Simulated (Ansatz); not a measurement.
**C7H16S: a ladder of functionals and wavefunction methods**

The task here is to estimate one member of a computed series from the others.

The runs use Ansatz 0.2.0, Gaussian basis; functionals in def2-TZVPP, the program's frozen cores in correlated methods.

The runs, in order: LDA (SPW92), PBE-D4, revPBE-D4, BLYP-D4, r2SCAN-D4, B97M-V, PBE0-D4, B3LYP-D4, r2SCANh-D4, r2SCAN0-D4, HSE06-D4, BHLYP-D4, CAM-B3LYP-D4, LC-ωPBE, ωB97X-V, ωB97M-V, B2PLYP, PBE-QIDH; CCSD(T)/def2-SVP; CCSD(T)/def2-TZVPP; MP2/def2-QZVPP; extrapolation to the limit; RPA on PBE.

### Structure used throughout

The geometry comes from an earlier relaxation with PBE0-D4 in a triple-zeta def2 set; it is a stationary point, not always the lowest conformer.

24 atoms, charge 0, spin multiplicity 1.

Atoms are counted from 1 here; the program's logs count them from 0.

Bond lengths: C1–C2 1.520 Å, C1–H9 1.092 Å, C1–H10 1.092 Å, C1–H11 1.094 Å, C2–C3 1.523 Å, C2–H12 1.097 Å, C2–H13 1.095 Å, C3–C4 1.522 Å, C3–H14 1.096 Å, C3–H15 1.096 Å, C4–C5 1.523 Å, C4–H16 1.096 Å, C4–H17 1.096 Å, C5–C6 1.520 Å, C5–H18 1.097 Å, C5–H19 1.095 Å, C6–C7 1.519 Å, C6–H20 1.098 Å and more. Angles: C2–C1–H9 111.2°, C2–C1–H10 111.9°, C2–C1–H11 110.9°, H9–C1–H10 107.4°, H9–C1–H11 107.6°, H10–C1–H11 107.6°, C1–C2–C3 114.0°, C1–C2–H12 109.5°, C1–C2–H13 109.1°, C3–C2–H12 109.1°, C3–C2–H13 108.8°, H12–C2–H13 106.0°, C2–C3–C4 114.0°, C2–C3–H14 108.8°, C2–C3–H15 109.1°, C4–C3–H14 110.0°, C4–C3–H15 108.6°, H14–C3–H15 106.1° and more.

The first run:

The input, in.yaml:

```yaml
crystal:
  periodic: [false, false, false]
  atoms:
    - {symbol: C, position_ang: [-2.128517, 2.561577, 0.301687]}
    - {symbol: C, position_ang: [-0.716963, 2.485819, 0.861353]}
    - {symbol: C, position_ang: [-0.066808, 1.115446, 0.719507]}
    - {symbol: C, position_ang: [0.172457, 0.689345, -0.722265]}
    - {symbol: C, position_ang: [0.968111, -0.601167, -0.863604]}
    - {symbol: C, position_ang: [0.241185, -1.834727, -0.354737]}
    - {symbol: C, position_ang: [1.025982, -3.124262, -0.521255]}
    - {symbol: S, position_ang: [2.552376, -3.223848, 0.455544]}
    - {symbol: H, position_ang: [-2.573576, 3.542802, 0.481954]}
    - {symbol: H, position_ang: [-2.148666, 2.387164, -0.776476]}
    - {symbol: H, position_ang: [-2.775471, 1.813158, 0.769385]}
    - {symbol: H, position_ang: [-0.086531, 3.235030, 0.367801]}
    - {symbol: H, position_ang: [-0.737293, 2.758753, 1.921614]}
    - {symbol: H, position_ang: [-0.691483, 0.374247, 1.231612]}
    - {symbol: H, position_ang: [0.894724, 1.118906, 1.246392]}
    - {symbol: H, position_ang: [-0.784662, 0.581973, -1.245493]}
    - {symbol: H, position_ang: [0.710970, 1.493436, -1.237716]}
    - {symbol: H, position_ang: [1.216620, -0.755578, -1.920452]}
    - {symbol: H, position_ang: [1.922792, -0.504591, -0.335860]}
    - {symbol: H, position_ang: [-0.707559, -1.943965, -0.896366]}
    - {symbol: H, position_ang: [-0.022287, -1.714721, 0.701093]}
    - {symbol: H, position_ang: [0.408729, -3.993916, -0.290208]}
    - {symbol: H, position_ang: [1.362376, -3.237527, -1.555985]}
    - {symbol: H, position_ang: [1.963483, -3.223354, 1.662465]}
basis:
  gaussian: {orbitals: def2-TZVPP}
hamiltonian: {xc: lda}
output: {orbitals: {seedname: orbitals}}
```

On the command line:

```sh
$ ansatz run in.yaml --threads 4 --pin off --events-out ev --progress --plain --max-ram 66560MiB --backend cuda --devices 0, --max-vram 37GiB
```

Among the steps run: LDA; PBE-D4 (GGA); revPBE-D4 (GGA); BLYP-D4 (GGA); r2SCAN-D4 (meta-GGA); B97M-V (meta-GGA); PBE0-D4 (hybrid); B3LYP-D4 (hybrid); r2SCANh-D4 (hybrid); r2SCAN0-D4 (hybrid); HSE06-D4 (hybrid); BHLYP-D4 (hybrid); CAM-B3LYP-D4 (range-separated); LC-ωPBE (range-separated); ωB97X-V (range-separated); ωB97M-V (range-separated); B2PLYP (double hybrid); PBE-QIDH (double hybrid).

One table of the session follows, with a row left open; its other results are not shown here.

It belongs to the step «Frontier levels by functional». 

```
  functional  HOMO (eV)  LUMO (eV)  gap (eV)
 LDA (SPW92)      -5.59      -0.53      5.06
      PBE-D4      -5.47      -0.34      5.13
   revPBE-D4      -5.41      -0.25      5.16
     BLYP-D4      -5.31      -0.28      5.04
   r2SCAN-D4      -5.72       0.05      5.76
      B97M-V          ?          ?         ?
     PBE0-D4      -6.71       0.59      7.30
    B3LYP-D4      -6.47       0.30      6.77
  r2SCANh-D4      -6.18       0.38      6.56
  r2SCAN0-D4      -6.87       0.86      7.73
    HSE06-D4      -6.31       0.21      6.52
    BHLYP-D4      -7.82       1.40      9.23
CAM-B3LYP-D4      -8.07       1.53      9.60
     LC-ωPBE      -9.49       2.81     12.30
     ωB97X-V      -9.12       2.61     11.73
     ωB97M-V      -8.96       2.29     11.25
```

Q: Estimate the row for B97M-V from the others.

**Answer.** HOMO (eV): -5.83; LUMO (eV): -0.15; gap (eV): 5.68. In the column «HOMO (eV)» it lies between r2SCANh-D4 (-6.18) and r2SCAN-D4 (-5.72).
